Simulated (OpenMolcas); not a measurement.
# Ru³⁺ among point charges: CASSCF and CASPT2 levels and susceptibility, part 2 of 2

How does a field of 4 point charges split the states of Ru³⁺, and what χT follows?

OpenMolcas 26.06; ANO-RCC-VDZP, DKH2, active space 5 electrons in 5 orbitals (4d), orbitals: per spin and parity. Surroundings: 4 point charges of -2 e arranged as a tetrahedron (Td), 2.09 Å from the ion.

## (7) CASPT2: IPEA 0.25, imaginary shift 0.1 (closed shells correlated: 4s 4p)

Input file a.inp:

```
>>> COPY JOB001 $Project.JobIph
&CASPT2
Multistate=1 1
Frozen=14
IPEA=0.25
Imaginary=0.1
MaxIter=60
WThr=0.0 0.3 0.05
PrWF=0.5
NoMix
>>> COPY JOB002 $Project.JobIph
&CASPT2
Multistate=24 1 2 3 4 5 6 7 8 9 10 11 12 13 14 15 16 17 18 19 20 21 22
23 24
NoMult
Frozen=14
IPEA=0.25
Imaginary=0.1
MaxIter=60
WThr=0.0 0.3 0.05
PrWF=0.5
NoMix
>>> COPY JOB003 $Project.JobIph
&CASPT2
Multistate=75 1 2 3 4 5 6 7 8 9 10 11 12 13 14 15 16 17 18 19 20 21 22
23 24 25 26 27 28 29 30 31 32 33 34 35 36 37 38 39 40 41 42 43 44 45 46
47 48 49 50 51 52 53 54 55 56 57 58 59 60 61 62 63 64 65 66 67 68 69 70
71 72 73 74 75
NoMult
Frozen=14
IPEA=0.25
Imaginary=0.1
MaxIter=60
WThr=0.0 0.3 0.05
PrWF=0.5
NoMix
```

Log:

```text
Orbital specifications:
      -----------------------

      Symmetry species                           1
                                                 a
      Frozen orbitals                           14
      Inactive orbitals                          4
      Active orbitals                            5
      Secondary orbitals                        20
      Deleted orbitals                           0
      Number of basis functions                 43
Type of calculation                        SS-CASPT2
      Fock operator                              state-specific
      IPEA shift                                 0.25
      Real shift                                 0.00
      Imaginary shift                            0.10
      The input orbitals will be transformed to quasi-canonical
Reference energy:       -4531.6698905496
      E2 (Non-variational):      -0.2476154458
      Shift correction:          -0.0001288904
      E2 (Variational):          -0.2477443362
      Total energy:           -4531.9176348858
      Residual norm:              0.0000001538
      Reference weight:           0.94871
      Contributions to the CASPT2 correlation energy
      Active & Virtual Only:         -0.0545913651
      One Inactive Excited:          -0.1238193418
      Two Inactive Excited:          -0.0692047389
::    CASPT2 Root  1     Total energy:  -4531.91763489
Orbital specifications:
      -----------------------

      Symmetry species                           1
                                                 a
      Frozen orbitals                           14
      Inactive orbitals                          4
      Active orbitals                            5
      Secondary orbitals                        20
      Deleted orbitals                           0
      Number of basis functions                 43
Type of calculation                        SS-CASPT2
      Fock operator                              state-specific
      IPEA shift                                 0.25
      Real shift                                 0.00
      Imaginary shift                            0.10
      The input orbitals will be transformed to quasi-canonical
Reference energy:       -4531.5527003210
      E2 (Non-variational):      -0.2576641709
      Shift correction:          -0.0001539272
      E2 (Variational):          -0.2578180980
      Total energy:           -4531.8105184191
      Residual norm:              0.0000004846
      Reference weight:           0.94557
      Contributions to the CASPT2 correlation energy
      Active & Virtual Only:         -0.0587374404
      One Inactive Excited:          -0.1280474684
      Two Inactive Excited:          -0.0708792621
Reference energy:       -4531.5527003210
      E2 (Non-variational):      -0.2574300931
      Shift correction:          -0.0001525180
      E2 (Variational):          -0.2575826111
      Total energy:           -4531.8102829321
      Residual norm:              0.0000004827
      Reference weight:           0.94572
      Contributions to the CASPT2 correlation energy
      Active & Virtual Only:         -0.0586199443
      One Inactive Excited:          -0.1279458268
      Two Inactive Excited:          -0.0708643220
::    CASPT2 Root  1     Total energy:  -4531.81051842
::    CASPT2 Root  2     Total energy:  -4531.81028293
::    CASPT2 Root  3     Total energy:  -4531.80970568
::    CASPT2 Root  4     Total energy:  -4531.80621844
::    CASPT2 Root  5     Total energy:  -4531.80623501
::    CASPT2 Root  6     Total energy:  -4531.80623395
::    CASPT2 Root  7     Total energy:  -4531.80454037
::    CASPT2 Root  8     Total energy:  -4531.80490657
::    CASPT2 Root  9     Total energy:  -4531.80499254
::    CASPT2 Root 10     Total energy:  -4531.78328707
::    CASPT2 Root 11     Total energy:  -4531.78260969
::    CASPT2 Root 12     Total energy:  -4531.78299584
::    CASPT2 Root 13     Total energy:  -4531.78588812
::    CASPT2 Root 14     Total energy:  -4531.78600342
::    CASPT2 Root 15     Total energy:  -4531.78600607
::    CASPT2 Root 16     Total energy:  -4531.78416495
::    CASPT2 Root 17     Total energy:  -4531.78413411
::    CASPT2 Root 18     Total energy:  -4531.73660955
::    CASPT2 Root 19     Total energy:  -4531.73469976
::    CASPT2 Root 20     Total energy:  -4531.73473825
::    CASPT2 Root 21     Total energy:  -4531.73512664
::    CASPT2 Root 22     Total energy:  -4531.73132191
::    CASPT2 Root 23     Total energy:  -4531.73132711
::    CASPT2 Root 24     Total energy:  -4531.73138136
Orbital specifications:
      -----------------------

      Symmetry species                           1
                                                 a
      Frozen orbitals                           14
      Inactive orbitals                          4
      Active orbitals                            5
      Secondary orbitals                        20
      Deleted orbitals                           0
      Number of basis functions                 43
Type of calculation                        SS-CASPT2
      Fock operator                              state-specific
      IPEA shift                                 0.25
      Real shift                                 0.00
      Imaginary shift                            0.10
      The input orbitals will be transformed to quasi-canonical
Reference energy:       -4531.5019681861
      E2 (Non-variational):      -0.2569547428
      Shift correction:          -0.0001449771
      E2 (Variational):          -0.2570997199
      Total energy:           -4531.7590679060
      Residual norm:              0.0000001320
      Reference weight:           0.94638
      Contributions to the CASPT2 correlation energy
      Active & Virtual Only:         -0.0551227168
      One Inactive Excited:          -0.1347055356
      Two Inactive Excited:          -0.0671264903
Reference energy:       -4531.5019681861
      E2 (Non-variational):      -0.2569080633
      Shift correction:          -0.0001446082
      E2 (Variational):          -0.2570526715
      Total energy:           -4531.7590208576
      Residual norm:              0.0000001280
      Reference weight:           0.94640
      Contributions to the CASPT2 correlation energy
      Active & Virtual Only:         -0.0550956145
      One Inactive Excited:          -0.1346960700
      Two Inactive Excited:          -0.0671163788
::    CASPT2 Root  1     Total energy:  -4531.75906791
::    CASPT2 Root  2     Total energy:  -4531.75902086
::    CASPT2 Root  3     Total energy:  -4531.75914983
::    CASPT2 Root  4     Total energy:  -4531.75676928
::    CASPT2 Root  5     Total energy:  -4531.75585816
::    CASPT2 Root  6     Total energy:  -4531.75632345
::    CASPT2 Root  7     Total energy:  -4531.75627664
::    CASPT2 Root  8     Total energy:  -4531.75419362
::    CASPT2 Root  9     Total energy:  -4531.75407101
::    CASPT2 Root 10     Total energy:  -4531.75408817
::    CASPT2 Root 11     Total energy:  -4531.75282157
::    CASPT2 Root 12     Total energy:  -4531.75287334
::    CASPT2 Root 13     Total energy:  -4531.75213009
::    CASPT2 Root 14     Total energy:  -4531.74666218
::    CASPT2 Root 15     Total energy:  -4531.74647416
::    CASPT2 Root 16     Total energy:  -4531.74641480
::    CASPT2 Root 17     Total energy:  -4531.74169138
::    CASPT2 Root 18     Total energy:  -4531.74169667
::    CASPT2 Root 19     Total energy:  -4531.73527911
::    CASPT2 Root 20     Total energy:  -4531.73523662
::    CASPT2 Root 21     Total energy:  -4531.73520507
::    CASPT2 Root 22     Total energy:  -4531.73038232
::    CASPT2 Root 23     Total energy:  -4531.72933459
::    CASPT2 Root 24     Total energy:  -4531.73006066
::    CASPT2 Root 25     Total energy:  -4531.73006066
::    CASPT2 Root 26     Total energy:  -4531.72098019
::    CASPT2 Root 27     Total energy:  -4531.72094216
::    CASPT2 Root 28     Total energy:  -4531.72091694
::    CASPT2 Root 29     Total energy:  -4531.71989705
::    CASPT2 Root 30     Total energy:  -4531.72005124
```

Time for this run: 7.9 s (1 thread, shared host).

SS-CASPT2: lowest energy less the reference's lowest, -0.2477 hartree; reference weights 0.935 to 0.949.

Spin-free states, with their symmetry labels:

```
state  degeneracy  E (cm-1)  free-ion L (%)
  6A1           1         0         S (100)
  4T1           3     23586          G (82)
  4T2           3     24451          G (99)
   4E           2     24732         G (100)
  4A1           1     24821         G (100)
  4T2           3     28898          D (97)
   4E           2     29297         D (100)
  4T1           3     29557          P (83)
  2T2           3     34799          I (78)
  2A2           1     35306          I (88)
  2T1           3     35441          I (91)
  2T2           3     35888          I (94)
   2E           2     36167          I (97)
  2A1           1     36324         I (100)
  2T2           3     37556          D (57)
   2E           2     38615          D (83)
  4A2           1     39730         F (100)
  2T1           3     40031          F (82)
  4T1           3     40116          F (99)
  4T2           3     40886          F (96)
  2A2           1     41097          F (88)
  2T2           3     41221          F (40)
  2T1           3     43168          H (80)
   2E           2     43382          G (49)
```

With spin-orbit coupling:

```json
{"E (cm-1)": "0", "Degeneracy": "6", "Label": "", "2S+1": "6", "g": ""}
{"E (cm-1)": "23290", "Degeneracy": "4", "Label": "Γ8", "2S+1": "4", "g": ""}
{"E (cm-1)": "23480", "Degeneracy": "2", "Label": "Γ7", "2S+1": "4", "g": "2.44 2.44 2.44"}
{"E (cm-1)": "23490", "Degeneracy": "2", "Label": "Γ6", "2S+1": "4", "g": "2.46 2.46 2.46"}
{"E (cm-1)": "23540", "Degeneracy": "4", "Label": "Γ8", "2S+1": "4", "g": ""}
{"E (cm-1)": "24330", "Degeneracy": "2", "Label": "Γ6", "2S+1": "4", "g": "2.31 2.31 2.31"}
{"E (cm-1)": "24360", "Degeneracy": "4", "Label": "Γ8", "2S+1": "4", "g": ""}
{"E (cm-1)": "24420", "Degeneracy": "2", "Label": "Γ7", "2S+1": "4", "g": "0.20 0.20 0.20"}
{"E (cm-1)": "24450", "Degeneracy": "4", "Label": "Γ8", "2S+1": "4", "g": ""}
{"E (cm-1)": "24730", "Degeneracy": "2", "Label": "Γ7", "2S+1": "4", "g": "0.07 0.07 0.07"}
{"E (cm-1)": "24760", "Degeneracy": "4", "Label": "Γ8", "2S+1": "4", "g": ""}
{"E (cm-1)": "24770", "Degeneracy": "2", "Label": "Γ6", "2S+1": "4", "g": "2.83 2.83 2.83"}
{"E (cm-1)": "24860", "Degeneracy": "4", "Label": "Γ8", "2S+1": "4", "g": ""}
{"E (cm-1)": "27560", "Degeneracy": "2", "Label": "Γ7", "2S+1": "4", "g": "1.65 1.65 1.65"}
{"E (cm-1)": "27620", "Degeneracy": "4", "Label": "Γ8", "2S+1": "4", "g": ""}
{"E (cm-1)": "27910", "Degeneracy": "4", "Label": "Γ8", "2S+1": "4", "g": ""}
{"E (cm-1)": "28510", "Degeneracy": "2", "Label": "Γ7", "2S+1": "4", "g": "3.56 3.56 3.56"}
{"E (cm-1)": "28630", "Degeneracy": "2", "Label": "Γ6", "2S+1": "4", "g": "1.03 1.03 1.03"}
{"E (cm-1)": "29070", "Degeneracy": "4", "Label": "Γ8", "2S+1": "4", "g": ""}
{"E (cm-1)": "29390", "Degeneracy": "2", "Label": "Γ6", "2S+1": "4", "g": "3.24 3.24 3.24"}
{"E (cm-1)": "30300", "Degeneracy": "2", "Label": "Γ6", "2S+1": "4", "g": "1.57 1.57 1.57"}
{"E (cm-1)": "30790", "Degeneracy": "4", "Label": "Γ8", "2S+1": "4", "g": ""}
{"E (cm-1)": "30900", "Degeneracy": "4", "Label": "Γ8", "2S+1": "4", "g": ""}
{"E (cm-1)": "30900", "Degeneracy": "2", "Label": "Γ7", "2S+1": "4", "g": "2.48 2.48 2.48"}
```

Powder χT (cm³ K/mol): 4.37 at 2 K, 4.37 at 5 K, 4.37 at 10 K, 4.37 at 20 K, 4.37 at 50 K, 4.37 at 100 K, 4.37 at 150 K, 4.37 at 200 K, 4.37 at 250 K, 4.37 at 300 K.

A ligand-field fit to the states below 45000 cm-1 gives 10Dq = -2439 cm-1, B = 739 cm-1 and C = 3373 cm-1 (C/B = 4.57), with a deviation of 605 cm-1.

## (8) The methods side by side

A. CASSCF
B. SS-CASPT2, IPEA 0.25, imaginary shift 0.1 (closed shells correlated: 4s 4p)

```
method  ground state  first gap with spin-orbit (cm-1)  χT at 300 K
     A           6A1                           25494.1         4.37
     B           6A1                           23293.8         4.37
```

## (9) Outcome

The summary covers parts 1 to 2.

| quantity | value |
| --- | --- |
| method | SS-CASPT2, IPEA 0.25, imaginary shift 0.1 (closed shells correlated: 4s 4p) |
| spin-free ground state | 6A1, 1-fold in its orbital part |
| lowest level | 6-fold |
| next level | 23293.8 cm⁻¹ |
| χT at 300 K | 4.37 cm³ K/mol |
| effective moment at 300 K | 5.91 μB |

Cost by method:

| method | time of its own steps | time with the reference |
| --- | --- | --- |
| A. CASSCF | 22 s | 22 s |
| B. SS-CASPT2, IPEA 0.25, imaginary shift 0.1, +4s 4p | 7.9 s | 30 s |

Times are of one thread on a shared host.

In words: The spin-free ground state (6A1) comes to 100 % from free-ion S terms and keeps the highest spin of the shell. χT at 300 K is 4.37, against 4.39 cm³ K/mol for the spin alone, as a half-filled shell (L = 0) has no orbital moment. An active space of the d shell alone favours high spin; real ions in strong fields can be low spin. A ligand-field fit to the states below 45000 cm-1 gives 10Dq = -2439 cm-1, B = 739 cm-1 and C = 3373 cm-1 (C/B = 4.57), with a deviation of 605 cm-1. CASPT2 does not keep the components of a term degenerate, and the means are used. The field of point charges can differ much from that of real complexes. Point charges carry no covalency, so the field is a model and not that of real ligands.
